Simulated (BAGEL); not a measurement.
# ZnNH3 (SMILES [NH2][ZnH]): RI-MP2/aug-cc-pVDZ (density fitting with svp-jkfit)

Aim: the energy difference between two shapes of ZnNH3 at RI-MP2/aug-cc-pVDZ (density fitting with svp-jkfit), from 2 runs. 

The results are computed with BAGEL 1.2.2.

5 further runs of the same task are left out: 3 that didn't finish, 2 set aside as unsound or not needed.

**1. Starting point**

The species is ZnNH3 (5 atoms), meant as a singlet with charge 0. SMILES: `[NH2][ZnH]`. The shape is that of a PBE0-D4/def2-TZVP optimisation.

Bond lengths: N1–Zn2 1.817 Å, N1–H3 1.009 Å, N1–H4 1.009 Å, Zn2–H5 1.523 Å. Angles: N1–Zn2–H5 176.2°, Zn2–N1–H3 119.9°, Zn2–N1–H4 119.9°, H3–N1–H4 108.6°.

**2. A single-point energy at RI-MP2/aug-cc-pVDZ (density fitting with svp-jkfit)**

File calc.json:

```json
{ "bagel": [

{
  "title": "molecule",
  "basis": "aug-cc-pvdz.json",
  "df_basis": "svp-jkfit",
  "geometry": [
    { "atom": "N", "xyz": [    -0.27212056,    -1.57565364,    -0.12396603 ] },
    { "atom": "Zn", "xyz": [     0.65176654,     1.73023324,    -0.18405932 ] },
    { "atom": "H", "xyz": [    -1.97684250,    -2.09967470,    -0.79859826 ] },
    { "atom": "H", "xyz": [     0.13832795,    -2.65071884,     1.39650761 ] },
    { "atom": "H", "xyz": [     1.55335487,     4.45691906,    -0.36830762 ] }
  ]
},

{
  "title": "hf"
},

{
  "title": "mp2",
  "ncore": 6
}

]}
```

The basis set aug-cc-pVDZ is read from a file made from the Basis Set Exchange's data (not shown).

Started as:

```sh
BAGEL_NUM_THREADS=1 BAGEL calc.json > calc.out
```

What it wrote:

```text
* using 1 threads per process

  ===============================================================
  ===============================================================

  *** Geometry ***

  { "atom" : "N", "xyz" : [     -0.272121,     -1.575654,     -0.123966 ] },
  { "atom" : "Zn", "xyz" : [      0.651767,      1.730233,     -0.184059 ] },
  { "atom" : "H", "xyz" : [     -1.976843,     -2.099675,     -0.798598 ] },
  { "atom" : "H", "xyz" : [      0.138328,     -2.650719,      1.396508 ] },
  { "atom" : "H", "xyz" : [      1.553355,      4.456919,     -0.368308 ] },

  Number of auxiliary basis functions:      395

  Since a DF basis is specified, we compute 2- and 3-index integrals:
    o Being stored without compression. Storage requirement is 0.038 GB

  Number of basis functions:      109
  Number of electrons      :       40

    * METHOD: MOLECULE                             0.48

  *** RHF ***

  === Nuclear Repulsion ===
    93.4421715654

      * DIIS with orbital gradients will be used.

  === RHF iteration (aug-cc-pvdz.json) ===
      0      -1833.64203793          0.02566522           0.13
      1      -1833.79291653          0.02564673           0.12
      2      -1834.03191867          0.00270559           0.11
      3      -1834.03553009          0.00065386           0.10
      4      -1834.03569951          0.00037967           0.11
      5      -1834.03575484          0.00006804           0.11
      6      -1834.03575823          0.00002333           0.10
      7      -1834.03575875          0.00000774           0.11
      8      -1834.03575882          0.00000252           0.11
      9      -1834.03575883          0.00000151           0.11
     10      -1834.03575883          0.00000054           0.20
     11      -1834.03575883          0.00000029           0.08
     12      -1834.03575883          0.00000007           0.08
     13      -1834.03575883          0.00000002           0.08
     14      -1834.03575883          0.00000001           0.07
    * SCF iteration converged.

    * Permanent dipole moment:
           (    0.263740,     0.029059,    -0.246956) a.u.

    * METHOD: HF                                   2.26

  *** RHF ***

  === Nuclear Repulsion ===
    93.4421715654

      * DIIS with orbital gradients will be used.

  === RHF iteration (aug-cc-pvdz.json) ===
      0      -1834.03575883          0.00000000           0.07
    * SCF iteration converged.

    * Permanent dipole moment:
           (    0.263741,     0.029059,    -0.246956) a.u.

  === DF-MP2 calculation ===

    * freezing 6 orbitals
    * 3-index integral transformation done
    * assembly done

      MP2 correlation energy:   -0.8867755094      0.07

      MP2 total energy:       -1834.9225343391

    * METHOD: MP2                                  0.26

  ===============================================================
```

Run time: 3.3 s. Hardware: 1 thread of Intel Xeon Platinum 8259CL at 2.50GHz (Skylake/Cascade Lake), shared host; peak memory 0.23 GiB.

**3. The distorted shape at the same level**

File input.json:

```json
{ "bagel" : [

{
  "title" : "molecule",
  "basis" : "aug-cc-pvdz.json",
  "df_basis" : "svp-jkfit",
  "geometry" : [
    { "atom" : "N", "xyz" : [ -0.22010774, -1.62979619, -0.17018496 ] },
    { "atom" : "Zn", "xyz" : [  0.63679613,  1.68254789, -0.26197084 ] },
    { "atom" : "H", "xyz" : [ -2.03026317, -2.14099167, -0.81855188 ] },
    { "atom" : "H", "xyz" : [  0.08475422, -2.54904401,  1.32652160 ] },
    { "atom" : "H", "xyz" : [  1.65049247,  4.44230203, -0.32807346 ] }
  ]
},
{
  "title" : "hf"
},
{
  "title" : "mp2",
  "ncore" : 6
}

]}
```

The basis set aug-cc-pVDZ is read from a file made from the Basis Set Exchange's data (not shown).

Started as:

```sh
BAGEL_NUM_THREADS=1 BAGEL input.json > input.out
```

What it wrote:

```text
* using 1 threads per process

  ===============================================================
  ===============================================================

  *** Geometry ***

  { "atom" : "N", "xyz" : [     -0.220108,     -1.629796,     -0.170185 ] },
  { "atom" : "Zn", "xyz" : [      0.636796,      1.682548,     -0.261971 ] },
  { "atom" : "H", "xyz" : [     -2.030263,     -2.140992,     -0.818552 ] },
  { "atom" : "H", "xyz" : [      0.084754,     -2.549044,      1.326522 ] },
  { "atom" : "H", "xyz" : [      1.650492,      4.442302,     -0.328073 ] },

  Number of auxiliary basis functions:      395

  Since a DF basis is specified, we compute 2- and 3-index integrals:
    o Being stored without compression. Storage requirement is 0.038 GB

  Number of basis functions:      109
  Number of electrons      :       40

    * METHOD: MOLECULE                             0.41

  *** RHF ***

  === Nuclear Repulsion ===
    93.6796356802

      * DIIS with orbital gradients will be used.

  === RHF iteration (aug-cc-pvdz.json) ===
      0      -1833.63015276          0.02599132           0.09
      1      -1833.78337255          0.02596429           0.08
      2      -1834.02584874          0.00273460           0.08
      3      -1834.02955171          0.00066617           0.09
      4      -1834.02972817          0.00038415           0.08
      5      -1834.02978531          0.00007269           0.08
      6      -1834.02978909          0.00002450           0.08
      7      -1834.02978967          0.00000824           0.08
      8      -1834.02978975          0.00000273           0.08
      9      -1834.02978975          0.00000158           0.08
     10      -1834.02978975          0.00000056           0.10
     11      -1834.02978975          0.00000031           0.11
     12      -1834.02978975          0.00000007           0.08
     13      -1834.02978975          0.00000003           0.08
     14      -1834.02978975          0.00000001           0.08
    * SCF iteration converged.

    * Permanent dipole moment:
           (    0.368660,     0.005768,    -0.210567) a.u.

    * METHOD: HF                                   1.85

  *** RHF ***

  === Nuclear Repulsion ===
    93.6796356802

      * DIIS with orbital gradients will be used.

  === RHF iteration (aug-cc-pvdz.json) ===
      0      -1834.02978975          0.00000000           0.13
    * SCF iteration converged.

    * Permanent dipole moment:
           (    0.368660,     0.005768,    -0.210567) a.u.

  === DF-MP2 calculation ===

    * freezing 6 orbitals
    * 3-index integral transformation done
    * assembly done

      MP2 correlation energy:   -0.8852773306      0.12

      MP2 total energy:       -1834.9150670855

    * METHOD: MP2                                  0.38

  ===============================================================
```

Run time: 3 s. Hardware: 1 thread of Intel Xeon Platinum 8259CL at 2.50GHz (Skylake/Cascade Lake), shared host; peak memory 0.23 GiB.

**4. Outcome**

At RI-MP2/aug-cc-pVDZ (density fitting with svp-jkfit), 6 core orbitals frozen:

| quantity | value |
| --- | --- |
| first shape: total energy | -1834.92253 Eh |
| first shape: correlation energy (6 core orbitals frozen) | -886.8 mEh |
| distorted shape: total energy | -1834.91507 Eh |
| distorted shape: correlation energy (6 core orbitals frozen) | -885.3 mEh |
| energy change with the atoms displaced | 0.203 eV |

What this shows: With the atoms displaced the energy rises by 0.20 eV (19.6 kJ/mol). The first shape isn't relaxed at this level, so the change isn't measured from a minimum.
